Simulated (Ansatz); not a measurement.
**SiGeH₇ (doublet): from Hartree-Fock to the top rungs at distance Si1–H5 along a hydrogen transfer = 1.485 Å, cc-pVDZ**

Aim: climb from Hartree-Fock through coupled cluster and multireference methods for SiGeH₇ (doublet) at one geometry and basis, and see what each rung misses.

Method: cc-pVDZ, core rule «outside noble gas», up to 19 orbitals frozen; program: Ansatz 0.2.0, Gaussian basis.

To be run: UHF; CCSD(T) on ROHF; CCSD(T) on UHF; BCCD(T) on ROHF; CISD; CCSDT(Q) on ROHF; CCSDT(Q) on UHF; CASSCF and MRCISD+Q, 3 electrons in 3 orbitals; CASSCF and NEVPT2, 3 electrons in 3 orbitals; CASSCF and MRCISD+Q, 9 electrons in 9 orbitals; CASSCF and NEVPT2, 9 electrons in 9 orbitals.

**1. The system**

The geometry derives from fragments relaxed apart (PBE0/def2-TZVP) and kept rigid, so it is no stationary point. A hydrogen atom is moved between rigid fragments. No spin-orbit coupling is included. The filled d shell of Ge may be among the frozen orbitals whatever the setting's name suggests; the logs give the count.

9 atoms, charge 0, spin multiplicity 2.

Atoms are counted from 1 here; the program's logs count them from 0.

Bond lengths: Si1–H2 1.485 Å, Si1–H3 1.485 Å, Si1–H4 1.485 Å, Si1–H5 1.485 Å, Ge6–H7 1.539 Å, Ge6–H8 1.539 Å, Ge6–H9 1.539 Å. Angles: H2–Si1–H3 109.5°, H2–Si1–H4 109.5°, H2–Si1–H5 109.5°, H3–Si1–H4 109.5°, H3–Si1–H5 109.5°, H4–Si1–H5 109.5°, H7–Ge6–H8 111.2°, H7–Ge6–H9 111.2°, H8–Ge6–H9 111.2°.

**2. UHF**

in.yaml reads:

```yaml
crystal:
  periodic: [false, false, false]
  atoms:
    - {symbol: Si, position_ang: [-2.739069, 0.000000, 0.000001]}
    - {symbol: H, position_ang: [-3.233941, 1.399708, 0.000001]}
    - {symbol: H, position_ang: [-3.233940, -0.699855, 1.212183]}
    - {symbol: H, position_ang: [-3.233941, -0.699854, -1.212182]}
    - {symbol: H, position_ang: [-1.254454, 0.000000, 0.000000]}
    - {symbol: Ge, position_ang: [1.143931, 0.000000, 0.000000]}
    - {symbol: H, position_ang: [1.612600, -1.465915, 0.000000]}
    - {symbol: H, position_ang: [1.612599, 0.732958, -1.269520]}
    - {symbol: H, position_ang: [1.612600, 0.732958, 1.269519]}
basis:
  gaussian: {orbitals: cc-pVDZ}
magnetization: {spin_polarized: true, initial_magnetization: 1}
hamiltonian: {xc: hf}
output: {orbitals: {seedname: orbitals}}
```

Run with:

```sh
$ ansatz run in.yaml --threads 1 --pin off --events-out ev --progress --plain --max-ram 2816MiB --backend cpu
```

Further steps of the session: CCSD(T) on ROHF; CCSD(T) on UHF; BCCD(T) on ROHF; CISD; CCSDT(Q) on ROHF; CCSDT(Q) on UHF; CASSCF and MRCISD+Q, 3 electrons in 3 orbitals; CASSCF and NEVPT2, 3 electrons in 3 orbitals; CASSCF and MRCISD+Q, 9 electrons in 9 orbitals; CASSCF and NEVPT2, 9 electrons in 9 orbitals.

**Question.** What will the summary of the whole plan be? Wanted: UCCSDT(Q) below the RHF energy; RMP2 from UCCSDT(Q); UMP2 from UCCSDT(Q); RCCSD from UCCSDT(Q); RCCSD(T) from UCCSDT(Q); UCCSD(T) from UCCSDT(Q); RCCSDT(Q) from UCCSDT(Q); NEVPT2 pair from UCCSDT(Q); MRCISD+Q pair from UCCSDT(Q).

The runs gave:

| quantity | value |
| --- | --- |
| UCCSDT(Q) below the RHF energy | -7.5427 eV |
| RMP2 from UCCSDT(Q) | +39.52 kcal/mol |
| UMP2 from UCCSDT(Q) | +39.39 kcal/mol |
| RCCSD from UCCSDT(Q) | +4.13 kcal/mol |
| RCCSD(T) from UCCSDT(Q) | +0.94 kcal/mol |
| UCCSD(T) from UCCSDT(Q) | +0.85 kcal/mol |
| RCCSDT(Q) from UCCSDT(Q) | +0.09 kcal/mol |
| NEVPT2 pair from UCCSDT(Q) | +39.36 kcal/mol |
| MRCISD+Q pair from UCCSDT(Q) | +1.64 kcal/mol |
| NEVPT2 frontier from UCCSDT(Q) | +36.43 kcal/mol |
| levels within 1 kcal/mol (43 meV) | RCCSD(T), UCCSD(T), BCCD(T), RCCSDT, UCCSDT, RCCSDT(Q) |
| T1 diagnostic | 0.014 |

RCCSD(T) lands +0.94 kcal/mol from the yardstick (0.5 % of the correlation energy). Of the multireference levels listed MRCISD+Q frontier comes nearest in total energy (+1.08 kcal/mol), which doesn't show that its space is the better one. These misses are within one basis, not against nature; the frozen cores of restricted and unrestricted runs differ, which can shift their rows.
